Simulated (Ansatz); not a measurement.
# NaHg2: the cost of one run

Program: Ansatz 0.2.0. Level of theory: DFT, r2SCAN, PAW with Ansatz's default frozen-core files, scalar-relativistic. These are calculated values, not measurements.

## (1) Starting point

Symmetry: P6/mmm, No. 191, hexagonal system. The conventional cell has a = 5.029 Å, b = 5.029 Å, c = 3.230 Å, α = 90.00°, β = 90.00°, γ = 120.00°. Around Na (site symmetry 6/mmm) lie 2 Na at 3.23 Å and 12 Hg at 3.32 Å. Hg (site symmetry -6m2) has 5 Hg at 2.90 to 3.23 Å and 6 Na at 3.32 Å as nearest neighbours.

As a file:

```
CELL_PARAMETERS angstrom
5.02900 0.00000 0.00000
-2.51450 4.35524 0.00000
0.00000 0.00000 3.23040
ATOMIC_POSITIONS crystal
Na 0.00000 0.00000 0.00000
Hg 0.33333 0.66667 0.50000
Hg 0.66667 0.33333 0.50000
```

Atoms are numbered in the order of the input: Na1, Hg2, Hg3.

## (2) Shortest bond scaled by 1, PAW

File input.yaml:

```yaml
crystal:
  lattice:
    - [5.029, 0.0, 0.0]
    - [-2.5145, 4.3552417556, 0.0]
    - [0.0, 0.0, 3.2304]
  atoms:
    - { symbol: Na, position: [0.0, 0.0, 0.0] }
    - { symbol: Hg, position: [0.3333333333, 0.6666666667, 0.5] }
    - { symbol: Hg, position: [0.6666666667, 0.3333333333, 0.5] }
kpoints:
  mp_grid: { grid: [7, 7, 9] }
scf:
  occupations: { method: fermi_dirac, width: 0.05 }
hamiltonian:
  xc: r2scan
  pseudopotentials: { kind: paw }
output:
  forces: true
  stress: true
  eigenvalues: true
  efg: { contact_densities: true }
  populations: true
```

Run with:

```bash
ansatz run input.yaml --threads 1 --pin off --max-ram 3072MiB --backend cpu --events-out ev --progress --plain --runs-dir out
```

**Question.** How long does this run take on 1 thread of Arm Neoverse V1, shared host, and how much memory does it need?

About 14 s, with a peak of 0.57 GiB.
